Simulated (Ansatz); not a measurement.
I need a relaxed scan of one distance of H₃NSSn, SMILES [NH2][Sn][SH]. Use Ansatz 0.2.0 through its Python package. Use (for the species named): PBE, def2-SVP basis, multiplicity 1.

Input file `h3nssn.xyz`:
```text
6

N    -1.22420    0.22620   -0.84880
Sn    0.32750   -0.82120   -0.16430
S     1.14330    0.20350    1.84230
H    -0.84230    1.24190   -1.06910
H    -1.54440   -0.15720   -1.79390
H     2.18210   -0.75710    1.98760
```

`run_relaxed_scan.py`:
```python
"""One bond of H3NSSn held at set lengths while the rest relaxes."""

import ansatz as az
import numpy as np

BASIS_SET = "def2-SVP"
FUNCTIONAL = "pbe"

molecule = az.Crystal.molecule_from_extxyz("h3nssn.xyz")

calc = (
    molecule.calculation()
    .basis(gaussian=BASIS_SET)  # the orbital basis, by name
    .functional(FUNCTIONAL)
)
symbols = [site.symbol for site in molecule.cartesian_sites]
pairs = [(0, 1), (0, 3), (0, 4), (1, 2), (2, 5)]
print("held (A)   E (eV)        ", "  ".join(f"{symbols[i]}{i}-{symbols[j]}{j}" for i, j in pairs))
for length in [1.83, 1.99, 2.15, 2.39, 2.69]:
    summary = calc.relax(constraints=[az.DistanceConstraint((0, 1), at=length)], force_tolerance=0.02, max_steps=60).run(threads=1).report
    xyz = np.array(summary["positions_ang"])
    print(f"{length:6.2f} {summary['free_energy_ev']:14.5f}  ", "  ".join(f"{np.linalg.norm(xyz[i] - xyz[j]):.3f}" for i, j in pairs))
```

```console
$ python run_relaxed_scan.py
held (A)   E (eV)         N0-Sn1  N0-H3  N0-H4  Sn1-S2  S2-H5
DeckWarning: relax.constraints: the input's atoms, or those drawn, lie off the distances that are held; a relaxation that starts there is brought onto them ahead of its first SCF, by positions alone, an atom by 8.17e-2 Å at the most. With the symmetry [...]
  1.83   -18195.27840   1.830  1.027  1.025  2.504  1.361
  1.99   -18195.84769   1.990  1.025  1.024  2.498  1.362
  2.15   -18195.81265   2.150  1.024  1.023  2.493  1.363
  2.39   -18195.33519   2.390  1.032  1.032  2.482  1.364
  2.69   -18194.60880   2.690  1.039  1.039  2.471  1.365
```
(Warnings from the package without file and line, shortened, repeats left out.)

Notes:
- Total energies depend on the basis set; only differences at equal settings carry meaning.
- The energies are electronic: no zero-point or thermal terms, and the basis set is short of its limit.
- def2 sets replace the cores of elements past krypton by effective core potentials.
- Finished in 110 s on 1 thread of Arm Neoverse V1, on a shared host, peak memory 0.21 GiB.
